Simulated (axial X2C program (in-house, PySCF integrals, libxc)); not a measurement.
# All-electron X2C curves of SbRu, part 2 of 2

Computed with an in-house X2C program for linear molecules on PySCF integrals; all-electron X2C, Sb dyall-cv3z, Ru dyall-cv3z.

## 9. PBE0, 2c

State followed: Ω = 5/2 (excess of +ω over −ω: ω = 5/2). The scan is laid around 2.468 Å, a first estimate of the minimum, and this SCF restarts from the orbitals of the search.

Output at 2.468 Å:

```text
two-component X2C + atomic mean field  PBE0
basis functions 274  fitting functions 1321  grid points 5803
iter        total energy     max residual
   1     -11006.031467141     1.08e-05
   2     -11006.031467158     6.77e-06
   3     -11006.031467162     5.55e-06
   4     -11006.031467167     3.89e-06
   5     -11006.031467174     2.84e-06
   6     -11006.031467175     2.01e-06
converged
one-electron -16096.84646638  Coulomb 4921.87401756  exact exchange -75.40477967  xc functional -230.78869838  nuclear repulsion 481.14816098  atomic mean-field constant -6.01370128
```

Along the bond, energies from the lowest point:

```
R (Å)  E (eV)  μ (D)  HOMO (eV)  LUMO (eV)  iterations
2.147  0.7270   1.85      -4.89      -2.97          22
2.246  0.2378   2.02      -4.97      -3.04          20
2.320  0.0663   2.14      -5.02      -3.08          47
2.394  0.0515   2.96      -5.18      -2.90          18
2.468  0.0000   3.05      -5.20      -2.83           6
2.554  0.0174   3.11      -5.24      -2.75          17
2.641  0.0930   3.13      -5.27      -2.67          17
2.752  0.2448   3.13      -5.33      -2.59          16
2.888  0.4766   3.11      -5.39      -2.64          16
3.085  0.8463   3.07      -5.46      -2.77          15
```

Dipoles are positive if Ru is the positive end.

Outer spinors at the reference distance:

| ω | occupied | ε (eV) | atomic character | λ mixture |
| --- | --- | --- | --- | --- |
| 5/2 | yes | -34.88 | 100% Sb d | 100% δ |
| 3/2 | yes | -34.75 | 100% Sb d | 77% π, 23% δ |
| -1/2 | yes | -34.73 | 100% Sb d | 63% σ, 37% π |
| 1/2 | yes | -34.73 | 100% Sb d | 56% σ, 44% π |
| -3/2 | yes | -34.71 | 100% Sb d | 85% π, 15% δ |
| -5/2 | yes | -34.67 | 100% Sb d | 100% δ |
| 1/2 | yes | -14.33 | 68% Sb s, 11% Ru p, 11% Ru d | 100% σ |
| -1/2 | yes | -13.06 | 67% Sb s, 11% Ru p, 11% Ru d | 100% σ |
| -3/2 | yes | -9.14 | 100% Ru d | 100% δ |
| 5/2 | yes | -8.87 | 100% Ru d | 100% δ |
| -1/2 | yes | -8.43 | 87% Ru d, 11% Sb p | 100% π |
| 1/2 | yes | -8.39 | 83% Ru d, 10% Sb p, 4% Sb s | 99% σ, 1% π |
| 3/2 | yes | -8.27 | 89% Ru d, 9% Sb p | 99% π, 1% δ |
| 1/2 | yes | -6.73 | 78% Ru d, 17% Sb p | 93% π, 7% σ |
| -3/2 | yes | -6.59 | 87% Ru d, 10% Sb p | 100% π |
| -1/2 | yes | -6.56 | 56% Sb p, 26% Ru d, 8% Ru s | 94% σ, 6% π |
| 1/2 | yes | -6.43 | 45% Sb p, 42% Ru s, 10% Ru d | 94% σ, 6% π |
| -1/2 | yes | -5.49 | 69% Sb p, 15% Ru d, 11% Ru p | 94% π, 6% σ |
| 3/2 | yes | -5.20 | 70% Sb p, 14% Ru d, 13% Ru p | 97% π, 3% δ |
| 3/2 | no | -2.83 | 98% Ru d | 96% δ, 4% π |
| -1/2 | no | -2.71 | 48% Ru d, 40% Ru s, 10% Sb p | 100% σ |
| -5/2 | no | -2.60 | 99% Ru d | 100% δ |
| 1/2 | no | -2.46 | 61% Sb p, 17% Ru p, 16% Ru d | 93% π, 7% σ |

PBE0 fields in the half plane through the axis: z from -2.4 to 4.8 Å across, distance from the axis 0.15 to 2.25 Å upwards; Sb lies at z = 0 and Ru at z = 2.468 Å; the ELF is damped to zero where the density is low.

log10 density (e/bohr³). Ten even steps from ' ' (-4.23 ) to '@' (1.83 ):
```
    ......::::::::::::::::::::::::::........      
  ....::::::::--------::::::::::::::::::::....    
....::::::----------------------------::::::....  
....::------============------======------::::....
..::::----======++======================----::....
..::----====++++**++++======++++****++====--::::..
::::----==++**######**++++++****####**++==--::::..
::::--====++**%%@@%%**++++++**##@@%%**++==--::::..
```

ELF. Ten even steps from '0' (0.00 ) to '9' (0.79 ):
```
0001356665432222212210000
0024678887653333223321000
0146899998765433223332100
0258999988776432233332100
1479997544576433344432100
2589973343356457776421000
2689844898336479689521000
3699836696625373958510000
```

No constants are quoted: the dipole of the solution doesn't run smoothly along the scan, a sign that its character may change, so the fit is set aside.

## 10. HF, 2c

Output at 2.468 Å:

```text
two-component X2C + atomic mean field  HF
basis functions 274  fitting functions 1321  grid points 5803
iter        total energy     max residual
   1     -11001.457107802     3.61e-01
   2     -11001.502133659     7.21e-03
   3     -11001.508691761     6.06e-03
   4     -11001.511738692     4.01e-03
   5     -11001.513571215     3.15e-03
   6     -11001.514748466     1.00e-03
   7     -11001.514934642     5.62e-04
   8     -11001.514982508     2.14e-04
   9     -11001.514992519     1.70e-04
  10     -11001.514995514     1.35e-04
  11     -11001.514997208     1.02e-04
  12     -11001.514998360     5.95e-05
  13     -11001.514998698     3.70e-05
  14     -11001.514998856     2.05e-05
  15     -11001.514998922     1.13e-05
  16     -11001.514998939     1.10e-05
  17     -11001.514998959     9.59e-06
  18     -11001.514998979     7.45e-06
  19     -11001.514998990     5.36e-06
  20     -11001.514998994     3.85e-06
  21     -11001.514998996     2.73e-06
  22     -11001.514998997     1.88e-06
converged
one-electron -16096.31043973  Coulomb 4921.49804297  exact exchange -301.83706193  xc functional 0.00000000  nuclear repulsion 481.14816098  atomic mean-field constant -6.01370128
```

Re = 2.694 Å, ωe = 170.5 cm⁻¹, ωexe = 0.367 cm⁻¹, Be = 0.04199 cm⁻¹, De = 0.072 eV, μ = 4.90 D.

## 11. BHandHLYP, 2c

The SCF at the reference distance of 2.468 Å:

```text
two-component X2C + atomic mean field  BHandHLYP
basis functions 274  fitting functions 1321  grid points 5803
iter        total energy     max residual
   1     -11006.644743366     1.04e-01
   2     -11006.649202187     2.42e-03
   3     -11006.649917093     1.67e-03
   4     -11006.650170148     1.83e-03
   5     -11006.650383203     9.37e-04
   6     -11006.650630326     5.54e-04
   7     -11006.650715170     3.25e-04
   8     -11006.650741068     2.85e-04
   9     -11006.650754136     2.56e-04
  10     -11006.650770375     2.12e-04
  11     -11006.650784752     1.84e-04
  12     -11006.650794434     1.39e-04
  13     -11006.650800745     8.95e-05
  14     -11006.650803153     6.17e-05
  15     -11006.650804088     3.43e-05
  16     -11006.650804435     1.19e-05
  17     -11006.650804490     3.25e-06
  18     -11006.650804494     2.24e-06
  19     -11006.650804495     1.03e-06
converged
one-electron -16097.10079825  Coulomb 4922.18126560  exact exchange -150.85044759  xc functional -156.01528395  nuclear repulsion 481.14816098  atomic mean-field constant -6.01370128
```

Re = 2.564 Å, ωe = 198.8 cm⁻¹, ωexe = 0.538 cm⁻¹, Be = 0.04639 cm⁻¹, De = 1.37 eV, μ = 3.51 D.

## 12. Correlated methods, 2c

Correlated methods: 13 electrons correlated (frozen shells, counted by type: Sb 4 s, 3 p, 2 d; Ru 4 s, 3 p, 1 d), 351 virtual spinors in MP2, 90 natural virtuals in coupled cluster.

Output of the correlated part at 2.468 Å:

```text
correlated 13  virtual 351  natural virtual 90  E(MP2) -0.311776356  MP2 remainder -0.025454458
iter   CCSD correlation   residual
   1     -0.286671530   1.44e-01
   2     -0.294600906   7.12e-02
   3     -0.298702226   4.04e-02
   4     -0.299827128   2.16e-02
   5     -0.300469485   9.84e-03
   6     -0.300568327   3.87e-03
   7     -0.300579569   1.51e-03
   8     -0.300594489   7.27e-04
   9     -0.300586946   3.65e-04
  10     -0.300589472   1.57e-04
  11     -0.300586793   7.25e-05
  12     -0.300587059   3.60e-05
  13     -0.300586715   1.80e-05
  14     -0.300586531   9.36e-06
  15     -0.300586472   4.76e-06
  16     -0.300586421   2.31e-06
  17     -0.300586400   1.23e-06
  18     -0.300586392   6.71e-07
(T) -0.015533295  T1 0.0604  D1 0.1432  max T2 0.050
```

MP2: Re = 2.500 Å, ωe = 218.6 cm⁻¹, Be = 0.04879 cm⁻¹, De = 1.33 eV.

CCSD: Re = 2.536 Å, ωe = 209.0 cm⁻¹, Be = 0.04741 cm⁻¹, De = 1.36 eV. T1 at Re = 0.042 (Lee–Taylor, the printed value over √2).

CCSD(T): Re = 2.518 Å, ωe = 218.1 cm⁻¹, ωexe = 0.58 cm⁻¹, Be = 0.04808 cm⁻¹, De = 1.49 eV. T1 at Re = 0.042 (Lee–Taylor, the printed value over √2).

## 13. A higher determinant, 2c

State: Ω = 7/2 (excess of +ω over −ω: 2 × ω = 1/2, ω = 5/2).

Output at the reference distance:

```text
two-component X2C + atomic mean field  PBE0
basis functions 274  fitting functions 1321  grid points 5803
iter        total energy     max residual
   1     -11006.027905999     5.55e-05
   2     -11006.027906629     7.55e-05
   3     -11006.027906791     5.36e-05
   4     -11006.027907009     3.60e-05
   5     -11006.027907235     1.04e-05
   6     -11006.027907256     3.12e-06
   7     -11006.027907258     1.15e-06
converged
one-electron -16098.11919600  Coulomb 4923.14018463  exact exchange -75.39952233  xc functional -230.78383325  nuclear repulsion 481.14816098  atomic mean-field constant -6.01370128
```

```csv
R (Å),E above the lowest PBE0 point (eV)
2.147,0.972
2.246,0.450
2.320,0.241
2.394,0.134
2.468,0.097
2.554,0.116
2.641,0.180
2.752,0.305
2.888,0.493
```

Re = 2.482 Å, ωe = 203.2 cm⁻¹, ωexe = 0.526 cm⁻¹, Be = 0.04949 cm⁻¹, μ = 2.24 D.

## 14. The 2c curves together

Energy (eV) of the followed determinant, 2c, from each level's lowest point:

```
R (Å)  PBE0 (dipole not smooth)     HF    MP2   CCSD  CCSD(T)  BHandHLYP
2.147                     0.727  1.946  1.075    n/a      n/a        n/a
2.246                     0.238  1.104  0.467  0.600    0.554      0.637
2.320                     0.066  0.681  0.204  0.293    0.256      0.339
2.394                     0.051  0.388  0.059  0.110    0.085      0.147
2.468                     0.000  0.194  0.000  0.022    0.007      0.042
2.554                     0.017  0.060  0.008  0.000    0.000      0.000
2.641                     0.093  0.000  0.074  0.041    0.055      0.021
2.752                     0.245  0.000  0.213  0.154    0.184      0.110
2.888                     0.477  0.079  0.434    n/a      n/a      0.277
3.085                     0.846  0.282  0.808    n/a      n/a      0.575
```

The whole job took 6.3 min on 1 thread of Arm Neoverse V2, shared host; peak memory 0.97 GiB.

## 15. Constants

This closing draws on all 2 parts.

Lowest determinant that the search found at its distance, spin-free: M_S = 5/2, Λ = 0 (beyond closed shells: σα, π+α, π-α, δ+α, δ-α).

Lowest determinant that the search found at its distance, 2c: Ω = 5/2 (excess of +ω over −ω: ω = 5/2).

```json
{"Hamiltonian": "spin-free", "level": "PBE0", "Re (Å)": "2.492", "ωe (cm⁻¹)": "227.3", "De (eV)": "2.09", "μ (D)": "3.11"}
{"Hamiltonian": "spin-free", "level": "HF", "Re (Å)": "2.695", "ωe (cm⁻¹)": "170.0", "De (eV)": "0.188", "μ (D)": "4.82"}
{"Hamiltonian": "spin-free", "level": "MP2", "Re (Å)": "2.498", "ωe (cm⁻¹)": "220.1", "De (eV)": "1.47", "μ (D)": "n/a"}
{"Hamiltonian": "spin-free", "level": "CCSD", "Re (Å)": "2.535", "ωe (cm⁻¹)": "211.8", "De (eV)": "1.50", "μ (D)": "n/a"}
{"Hamiltonian": "spin-free", "level": "CCSD(T)", "Re (Å)": "2.518", "ωe (cm⁻¹)": "220.2", "De (eV)": "1.62", "μ (D)": "n/a"}
{"Hamiltonian": "spin-free", "level": "BHandHLYP", "Re (Å)": "2.566", "ωe (cm⁻¹)": "200.0", "De (eV)": "1.53", "μ (D)": "3.54"}
{"Hamiltonian": "2c", "level": "HF", "Re (Å)": "2.694", "ωe (cm⁻¹)": "170.5", "De (eV)": "0.072", "μ (D)": "4.90"}
{"Hamiltonian": "2c", "level": "MP2", "Re (Å)": "2.500", "ωe (cm⁻¹)": "218.6", "De (eV)": "1.33", "μ (D)": "n/a"}
{"Hamiltonian": "2c", "level": "CCSD", "Re (Å)": "2.536", "ωe (cm⁻¹)": "209.0", "De (eV)": "1.36", "μ (D)": "n/a"}
{"Hamiltonian": "2c", "level": "CCSD(T)", "Re (Å)": "2.518", "ωe (cm⁻¹)": "218.1", "De (eV)": "1.49", "μ (D)": "n/a"}
{"Hamiltonian": "2c", "level": "BHandHLYP", "Re (Å)": "2.564", "ωe (cm⁻¹)": "198.8", "De (eV)": "1.37", "μ (D)": "3.51"}
```

Dipoles are positive if Ru is the positive end. No constants: 2c PBE0 (the dipole of the solution doesn't run smoothly along the scan, a sign that its character may change, so the fit is set aside).

Time per point (s) on 1 thread of Arm Neoverse V2, shared host (2c runs; CCSD comes with the CCSD(T) run); the times are rough: HF 2.1, MP2 2.6, CCSD(T) 8.5, BHandHLYP 3.7.

At CCSD(T), going from spin-free to two-component changes Re by 0 mÅ, ωe by -0.9 %, which is small (part of it comes from the scalar share of the two-electron terms). De moves by -0.13 eV; both De rest on single-determinant atoms, which can miss part of an open shell's spin–orbit lowering.

De refers to Sb + Ru, each in the lowest determinant found, which need not be this curve's own limit. The state is a single determinant with fixed occupations, the lowest that a limited PBE0 search found. Dissociation energies refer to the lowest single-determinant-based atoms at the same level and basis. Density functionals use the spin component along the axis (collinear). CCSD and (T) use frozen natural virtuals with an MP2 correction for the truncation. With several unpaired electrons one determinant need not be a pure state. Some points did not converge and are left out. The spin-free determinant is spin-contaminated at some levels, which hurts MP2 most. With the outer-core shells frozen, correlated bond lengths of heavy atoms tend to come out a few hundredths of an ångström too long. T1 at Re is 0.042 (Lee–Taylor), above the customary mark of 0.02.
